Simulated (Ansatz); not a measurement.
# CH₃GaO (SMILES O=[CH][GaH2]): single points off equilibrium

One table from this session's results is given with a row withheld; the runs are named, their logs left out.

Computed with Ansatz 0.2.0, Gaussian basis. Level: single points in def2-TZVPP.

Cores are frozen in the correlated methods. Filled d shells of the heavier atoms are correlated.

**The system as given**

SMILES `O=[CH][GaH2]`, 6 atoms, charge 0, spin multiplicity 1.

Atoms are counted from 1 here; the program's logs count them from 0.

Bond lengths: O1–C2 1.229 Å, C2–Ga3 2.102 Å, C2–H4 1.109 Å, Ga3–H5 1.579 Å, Ga3–H6 1.611 Å. Angles: O1–C2–Ga3 105.2°, O1–C2–H4 119.1°, Ga3–C2–H4 135.0°, C2–Ga3–H5 105.0°, C2–Ga3–H6 130.5°, H5–Ga3–H6 123.7°.

Geometry (Å):

```xyz
6

O     0.4016   -1.7207   -0.3207
C    -0.5453   -0.9855   -0.0482
Ga    0.2807    0.9404    0.1119
H    -1.5300   -1.4390    0.1859
H     1.7920    0.7732   -0.3135
H    -0.4298    2.3671    0.3438
```

Set-up of the first run:

File run/in.yaml:

```yaml
crystal:
  periodic: [false, false, false]
  atoms:
    - {symbol: O, position_ang: [0.401600, -1.720700, -0.320700]}
    - {symbol: C, position_ang: [-0.545300, -0.985500, -0.048200]}
    - {symbol: Ga, position_ang: [0.280700, 0.940400, 0.111900]}
    - {symbol: H, position_ang: [-1.530000, -1.439000, 0.185900]}
    - {symbol: H, position_ang: [1.792000, 0.773200, -0.313500]}
    - {symbol: H, position_ang: [-0.429800, 2.367100, 0.343800]}
basis:
  gaussian: {orbitals: def2-TZVPP}
correlation: {method: ccsd_t}
output: {forces: true}
```

The command line of these runs was not kept.

Steps of the session up to this table: CCSD(T)/def2-TZVPP; PBE0-D4/def2-TZVPP; wB97M-V/def2-TZVPP; r2SCAN-D4/def2-TZVPP; PBE-D4/def2-TZVPP; r2SCAN0-D4/def2-TZVPP; r2SCANh-D4/def2-TZVPP.

One table of the session follows, with a row left open; its other results are not shown here.

```
    method  RMS force component (eV/Å)  angle to CCSD(T) forces (°)  dipole (D)
   CCSD(T)                       0.463                    reference        2.17
   PBE0-D4                       0.718                         35.8        2.18
   wB97M-V                       0.656                         29.9        2.28
 r2SCAN-D4                       0.637                         29.6        2.04
    PBE-D4                       0.510                         24.7        1.91
r2SCAN0-D4                       0.815                         39.1        2.26
r2SCANh-D4                           ?                            ?           ?
```

Q: Estimate the row for r2SCANh-D4 from the others.

Worked estimate for «RMS force component (eV/Å)». Against the share of exact exchange, r2SCAN-D4 (0, 0.637), r2SCAN0-D4 (0.25, 0.815) give a slope of 0.712 per unit share; at 0.1 the line stands at 0.708.

The run gave: RMS force component (eV/Å): 0.706; angle to CCSD(T) forces (°): 33.8; dipole (D): 2.13. In «RMS force component (eV/Å)» the line misses by +0.002.
